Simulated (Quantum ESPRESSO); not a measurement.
A run of Quantum ESPRESSO 7.5:

pw.in

```
&CONTROL
  calculation = 'scf'
  prefix = 'pwscf'
  outdir = './tmp'
  pseudo_dir = './pseudo'
  tprnfor = .true.
  tstress = .true.
  disk_io = 'low'
/
&SYSTEM
  ibrav = 0
  celldm(1) = 8
  nat = 3
  ntyp = 2
  ecutwfc = 82
  nbnd = 12
  input_dft = 'vdw-df-cx'
  occupations = 'smearing'
  smearing = 'mv'
  degauss = 0.01469973
/
&ELECTRONS
  conv_thr = 6d-10
  electron_maxstep = 120
  mixing_beta = 0.5
/
ATOMIC_SPECIES
Si    28.0850 Si.upf
C     12.0110 C.upf
CELL_PARAMETERS alat
  0.7983447227992   0.0000000000000   0.0000000000000
 -0.3991723625807   0.6913868123226   0.0000000000000
  0.0000000000000   0.0000000000000   1.0991876053344
ATOMIC_POSITIONS crystal
Si     0.3333333300    0.6666666700    0.7503481200
Si     0.3333333300    0.6666666700    0.2496518800
C      0.0000000000    0.0000000000    0.0000000000
K_POINTS automatic
9 9 6 0 0 0
```

File relax.in:

```
&CONTROL
  calculation = 'vc-relax'
  prefix = 'pwscf'
  outdir = './tmp'
  pseudo_dir = './pseudo'
  tprnfor = .true.
  tstress = .true.
  disk_io = 'low'
  nstep = 40
  forc_conv_thr = 0.0001
  etot_conv_thr = 1d-06
/
&SYSTEM
  ibrav = 0
  celldm(1) = 8
  nat = 3
  ntyp = 2
  ecutwfc = 82
  nbnd = 12
  input_dft = 'vdw-df-cx'
  occupations = 'smearing'
  smearing = 'mv'
  degauss = 0.01469973
/
&ELECTRONS
  conv_thr = 6d-10
  electron_maxstep = 120
  mixing_beta = 0.5
/
&IONS
  ion_dynamics = 'bfgs'
/
&CELL
  cell_dynamics = 'bfgs'
  press = 0
  press_conv_thr = 0.2
/
ATOMIC_SPECIES
Si    28.0850 Si.upf
C     12.0110 C.upf
CELL_PARAMETERS alat
  0.7983447227992   0.0000000000000   0.0000000000000
 -0.3991723625807   0.6913868123226   0.0000000000000
  0.0000000000000   0.0000000000000   1.0991876053344
ATOMIC_POSITIONS crystal
Si     0.3333333300    0.6666666700    0.7503481200
Si     0.3333333300    0.6666666700    0.2496518800
C      0.0000000000    0.0000000000    0.0000000000
K_POINTS automatic
9 9 6 0 0 0
```

The input scf2.in:

```
&CONTROL
  calculation = 'scf'
  prefix = 'pwscf'
  outdir = './tmp'
  pseudo_dir = './pseudo'
  tprnfor = .true.
  tstress = .true.
  disk_io = 'low'
/
&SYSTEM
  ibrav = 0
  celldm(1) = 8
  nat = 3
  ntyp = 2
  ecutwfc = 82
  nbnd = 12
  input_dft = 'vdw-df-cx'
  occupations = 'smearing'
  smearing = 'mv'
  degauss = 0.01469973
/
&ELECTRONS
  conv_thr = 1d-13
  electron_maxstep = 120
  mixing_beta = 0.5
  startingpot = 'file'
  startingwfc = 'file'
/
ATOMIC_SPECIES
Si    28.0850 Si.upf
C     12.0110 C.upf
CELL_PARAMETERS alat
  0.6791633201790   0.0000000005824   0.0000000000000
 -0.3395816605939   0.5881726883024   0.0000000000000
  0.0000000000000   0.0000000000000   1.1557034663896
ATOMIC_POSITIONS crystal
Si     0.3333333333    0.6666666667    0.7524787282
Si     0.3333333333    0.6666666667    0.2475212718
C      0.0000000000    0.0000000000    0.0000000000
K_POINTS automatic
9 9 6 0 0 0
```

ph.in

```
phonons of Si2C
&INPUTPH
  prefix = 'pwscf'
  outdir = './tmp'
  tr2_ph = 1d-18
  fildyn = 'dyn'
  niter_ph = 90
  alpha_mix(1) = 0.4
/
0.0000000000 0.0000000000 0.0000000000
```

File dynmat.in:

```
&INPUT
  fildyn = 'dyn'
  asr = 'crystal'
  filout = 'dynmat.disp'
  fileig = 'dynmat.eig'
/
```

Potentials or basis: PseudoDojo 0.4.1 SR PBE standard.

The run is started by

```sh
$ OMP_NUM_THREADS=1 mpirun -n 4 pw.x -nk 4 -in pw.in > pw.out
$ OMP_NUM_THREADS=1 mpirun -n 4 pw.x -nk 4 -in relax.in > relax.out
$ OMP_NUM_THREADS=1 mpirun -n 4 pw.x -nk 4 -in scf2.in > scf2.out
$ OMP_NUM_THREADS=1 mpirun -n 4 ph.x -nk 4 -in ph.in > ph.out
$ OMP_NUM_THREADS=1 mpirun -n 1 dynmat.x -in dynmat.in > dynmat.out
```

Hardware: 4 MPI ranks on Arm Neoverse N1 (shared host).

**Question.** Estimate the wall time of this run.

**Answer.** It took 8.8 min on 4 MPI ranks on Arm Neoverse N1, on a shared host, peak memory 0.68 GiB a rank. Counts: scf iterations 102, k pools 4, bands 12, ion steps 10, k points 48, g dense 31191.
